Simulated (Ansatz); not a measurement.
# CH₇BGeO₂: how energies converge with the basis set

The task here is to estimate one member of a computed series from the others.

Program: Ansatz 0.2.0, Gaussian basis. Level of theory: one geometry, several basis sets. These are calculated values, not measurements.

The runs, in order: PBE0-D4/def2-SVP; ωB97M-V/def2-SVP; PBE0-D4/def2-QZVPP; ωB97M-V/def2-QZVPP; the functionals' def2-TZVPP values are taken from earlier runs.

### Structure used throughout

An earlier PBE0-D4 in a triple-zeta def2 set relaxation fixed the geometry.

SMILES `[CH3][GeH2][B](O)O`, 12 atoms, charge 0, spin multiplicity 1.

Atoms are counted from 1 here; the program's logs count them from 0.

Bond lengths: C1–Ge2 1.964 Å, C1–H6 1.090 Å, C1–H7 1.091 Å, C1–H8 1.091 Å, Ge2–B3 2.093 Å, Ge2–H9 1.547 Å, Ge2–H10 1.546 Å, B3–O4 1.360 Å, B3–O5 1.360 Å, O4–H11 0.958 Å, O5–H12 0.958 Å. Angles: Ge2–C1–H6 110.3°, Ge2–C1–H7 110.3°, Ge2–C1–H8 110.4°, H6–C1–H7 108.7°, H6–C1–H8 108.7°, H7–C1–H8 108.4°, C1–Ge2–B3 112.0°, C1–Ge2–H9 108.2°, C1–Ge2–H10 108.2°, B3–Ge2–H9 110.5°, B3–Ge2–H10 110.8°, H9–Ge2–H10 106.9°, Ge2–B3–O4 122.4°, Ge2–B3–O5 122.6°, O4–B3–O5 115.0°, B3–O4–H11 113.6°, B3–O5–H12 113.7°.

Set-up of the first run:

Contents of in.yaml:

```yaml
crystal:
  periodic: [false, false, false]
  atoms:
    - {symbol: C, position_ang: [-1.224419, 1.398286, -0.134736]}
    - {symbol: Ge, position_ang: [0.359761, 0.506917, 0.608897]}
    - {symbol: B, position_ang: [0.696994, -1.360199, -0.273633]}
    - {symbol: O, position_ang: [0.199755, -2.513220, 0.248026]}
    - {symbol: O, position_ang: [1.406000, -1.509823, -1.424307]}
    - {symbol: H, position_ang: [-1.375571, 2.365416, 0.345342]}
    - {symbol: H, position_ang: [-2.113340, 0.786450, 0.024121]}
    - {symbol: H, position_ang: [-1.102610, 1.556311, -1.207171]}
    - {symbol: H, position_ang: [0.158649, 0.356861, 2.134982]}
    - {symbol: H, position_ang: [1.577240, 1.437891, 0.404327]}
    - {symbol: H, position_ang: [-0.275167, -2.389077, 1.070524]}
    - {symbol: H, position_ang: [1.769709, -0.690912, -1.762474]}
basis:
  gaussian: {orbitals: def2-SVP}
hamiltonian: {xc: pbe0, dispersion: d4}
output: {orbitals: {seedname: orbitals}}
```

Started as:

```sh
ansatz run in.yaml --threads 4 --pin off --events-out ev --progress --plain --max-ram 10444MiB
```

Among the steps run: PBE0-D4 in def2-SVP; ωB97M-V in def2-SVP; PBE0-D4 in def2-QZVPP; ωB97M-V in def2-QZVPP.

One of the session's tables, all rows but one given; the rest of the session is left out.

It belongs to the step «Functionals by basis». 

| functional | basis | HOMO (eV) | LUMO (eV) |
| --- | --- | --- | --- |
| PBE0-D4 | def2-SVP | -7.63 | 0.06 |
| PBE0-D4 | def2-TZVPP | -7.74 | -0.18 |
| PBE0-D4 | def2-QZVPP | -7.76 | -0.32 |
| ωB97M-V | def2-SVP | -9.78 | 1.97 |
| ωB97M-V | def2-TZVPP | ? | ? |
| ωB97M-V | def2-QZVPP | -9.94 | 1.13 |

Estimate the missing values for ωB97M-V, def2-TZVPP.

**Answer.** HOMO (eV): -9.91; LUMO (eV): 1.52. In the column «HOMO (eV)» it lies between ωB97M-V, def2-QZVPP (-9.94) and ωB97M-V, def2-SVP (-9.78).
